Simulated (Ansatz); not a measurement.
# SnI2: how the settings move a single-point run

Aim: see which settings change the result for SnI2, by how much, and at what cost. The cell is built on a prototype (fluorite) and needn't be the phase found in nature.

Method: reference: DFT, HSE06, plane waves, PAW, in Ansatz 0.2.0.

1 further run of the same task is left out (it didn't finish).

**1. The structure to begin with**

Symmetry: Fm-3m, No. 225, cubic system. The conventional cell has a = 7.829 Å, b = 7.829 Å, c = 7.829 Å, α = 90.00°, β = 90.00°, γ = 90.00°. Sn (site symmetry m-3m) is surrounded by 8 I at 3.39 Å. Around I (site symmetry -43m) lie 4 Sn at 3.39 Å.

As a file:

```
CELL_PARAMETERS angstrom
0.00000 3.91440 3.91440
3.91440 0.00000 3.91440
3.91440 3.91440 0.00000
ATOMIC_POSITIONS crystal
Sn 0.00000 0.00000 0.00000
I 0.25000 0.25000 0.25000
I 0.75000 0.75000 0.75000
```

**2. Reference**

Input file input.yaml:

```yaml
crystal:
  lattice:
    - [0.0, 3.9144023984, 3.9144023984]
    - [3.9144023984, 0.0, 3.9144023984]
    - [3.9144023984, 3.9144023984, 0.0]
  atoms:
    - { symbol: Sn, position: [0.0, 0.0, 0.0] }
    - { symbol: I, position: [0.25, 0.25, 0.25] }
    - { symbol: I, position: [0.75, 0.75, 0.75] }
kpoints:
  mp_grid: { grid: [4, 4, 4] }
hamiltonian:
  xc: hse06
scf:
  occupations: { method: fixed }
  n_extra_bands: 4
output:
  forces: true
  stress: true
  eigenvalues: true
```

Started as:

```bash
$ ansatz run input.yaml --threads 4 --pin off --max-ram 3686MiB --backend cpu --events-out ev --progress --plain --runs-dir out
```

**3. Variant: xc r2scan, ecutwfc 500**

input.yaml: that of step 2 with these lines changed.

```diff
@@ -12,3 +12,3 @@
 hamiltonian:
-  xc: hse06
+  xc: r2scan
 scf:
@@ -20 +20,3 @@
   eigenvalues: true
+basis:
+  ecutwfc: 500
```

**4. Variant: mp_grid.shift [0.5, 0.5, 0.5]**

input.yaml: that of step 2 with these lines changed.

```diff
@@ -10,3 +10,3 @@
 kpoints:
-  mp_grid: { grid: [4, 4, 4] }
+  mp_grid: { grid: [4, 4, 4], shift: [0.5, 0.5, 0.5] }
 hamiltonian:
```

Before running it: what results should come out? Wanted: for each run, ending; energy change; pressure; gap; force.

As calculated:

| run | ending | energy change | pressure (GPa) | gap (eV) | force (eV/Å) | cycles | time |
| --- | --- | --- | --- | --- | --- | --- | --- |
| reference | converged | 0 | -0.2 | 2.13 | 0.00 | 13 | 28 s |
| 1: xc r2scan, ecutwfc 500 | converged | not comparable | 0.0 | 1.76 | 0.00 | 7 | 3.2 s |
| 2: mp_grid.shift [0.5, 0.5, 0.5] | converged | -1.2 meV/atom | -0.3 | 2.56 | 0.00 | 13 | 38 s |

Residual by cycle in the longest SCF loop of each run; runs are numbered as in the table. The quantity is the density residual dr2, in eV.

```
cycle  reference    run 1    run 2
    1     0.0397  0.00917   0.0406
    2    0.00327  0.00332  0.00335
    3     0.0012   2.0e-4  0.00123
    4     8.7e-5   5.0e-5   9.0e-5
    5     2.1e-5   6.9e-6   2.3e-5
    6     5.2e-7   5.1e-7   5.6e-7
    7          -   4.7e-8        -
```

What this shows: «mp_grid.shift [0.5, 0.5, 0.5]» moves the energy by -1.2 meV/atom. The pressure spans -0.3 to 0.0 GPa over the reference and the converged variants. The gap spans 1.76 to 2.56 eV over the reference and the converged variants (gaps read on unlike meshes, which can miss the band edges). Of the variants the dearest is «mp_grid.shift [0.5, 0.5, 0.5]» (38 s), the cheapest «xc r2scan, ecutwfc 500» (3.2 s), on a shared host. The gap of the reference lacks spin-orbit coupling, though the cell holds I.
